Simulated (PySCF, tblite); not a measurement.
**C₅H₁₄SSi₂: geometry, infrared bands and NMR shifts**

Aim: predict the infrared bands and NMR shifts of C₅H₁₄SSi₂ (`CCC/C=C\[SiH2]S[SiH3]`).

Programs: tblite 0.8.0 and PySCF 2.14.0, with density-fitted response routines of our own. Each step states its level of theory. These are calculated values for one molecule in the gas phase, unless marked as measured. Atoms are numbered from 0 throughout.

### 1 Starting geometry

22 atoms, charge 0, multiplicity 1; geometry from: force field or distance geometry start.

Bonds of the start (Å): C0–C1 1.49, C1–C2 1.51, C2–C3 1.48, C3–C4 1.32, C4–Si5 1.83, Si5–S6 2.14, S6–Si7 2.14, C0–H8 1.10, C0–H9 1.14, C0–H10 1.12, C1–H11 1.12, C1–H12 1.10, C2–H13 1.10, C2–H14 1.13, C3–H15 1.09, C4–H16 1.09, Si5–H17 1.47, Si5–H18 1.48, Si7–H19 1.47, Si7–H20 1.47, Si7–H21 1.47.

### 2 Geometry optimisation with GFN2-xTB

The job: settings as JSON, then the geometry in Å.

```
{"job": {"kind": "relax", "xc": "GFN2-xTB", "basis": "xTB"}, "charge": 0, "multiplicity": 1}
C     -3.571800     0.386600     0.288100
C     -2.574600    -0.711000     0.453800
C     -1.195100    -0.164000     0.709900
C     -0.671500     0.701400    -0.371600
C      0.445800     0.433400    -1.025500
Si     1.496100    -1.040300    -0.723800
S      3.000100    -0.731000     0.760400
Si     4.575100     0.573400     0.134800
H     -3.156100     1.219400    -0.301000
H     -3.880400     0.792500     1.303300
H     -4.457300    -0.075600    -0.227500
H     -2.918100    -1.345300     1.309100
H     -2.567400    -1.362700    -0.433000
H     -0.486000    -0.983800     0.909800
H     -1.277000     0.503600     1.619200
H     -1.195900     1.619500    -0.653600
H      0.772900     1.119300    -1.804100
H      0.583100    -2.144200    -0.380200
H      2.103200    -1.430300    -2.011800
H      5.467300    -0.040300    -0.861500
H      5.411500     0.848600     1.307000
H      4.085700     1.850300    -0.403400
```

Started as:

```bash
$ OMP_NUM_THREADS=1 python probes_run.py task.json out
```

This one command runs all jobs of the session in turn.

**Question.** This job is followed by: GFN2-xTB harmonic vibrations, gas phase; GIAO PBE0/pcSseg-1 NMR shielding, non-relativistic, gas phase. Predict these results of the whole session: strongest single infrared mode (GFN2-xTB); zero-point energy (GFN2-xTB); ¹³C shifts against TMS (PBE0/pcSseg-1); ¹H shifts against TMS (PBE0/pcSseg-1, means over atoms taken as alike); ²⁹Si shifts against TMS (PBE0/pcSseg-1); ³³S shifts against CS2 (PBE0/pcSseg-1); surface potential, 1st and 99th percentile.

As calculated:

```
                                                              quantity                                         value
                             strongest single infrared mode (GFN2-xTB)                         2290 cm⁻¹, 399 km/mol
                                          zero-point energy (GFN2-xTB)                                106.0 kcal/mol
                                ¹³C shifts against TMS (PBE0/pcSseg-1)            168.8, 125.8, 38.4, 29.6, 15.0 ppm
¹H shifts against TMS (PBE0/pcSseg-1, means over atoms taken as alike)  7.47, 5.86, 5.08, 4.60, 2.56, 1.61, 1.03 ppm
                               ²⁹Si shifts against TMS (PBE0/pcSseg-1)                              -44.2, -59.1 ppm
                                ³³S shifts against CS2 (PBE0/pcSseg-1)                                      -310 ppm
                                 surface potential, 1st and 99th percentile                            -0.99 V and 1.16 V
```

**Reading.** Relaxing lowered the energy by 0.574 eV in 126 steps; the close pair that moved most is C0–H9, from 1.136 to 1.088 Å. All 60 modes are real, so the xTB geometry is a minimum. The strongest single mode, at 2290 cm⁻¹, moves mainly H19. GFN2-xTB is a fitted tight-binding method: band positions and strengths are rough. Its intensities can rank the bands wrongly. At PBE0/pcSseg-1: The widest tensor belongs to C3: span 277 ppm, with a paramagnetic part of -240 ppm. At PBE0/pcSseg-1, counted by nearest atom on the grid, the HOMO lies on S6 73 %, the LUMO on C3 25 %; C4 18 %.
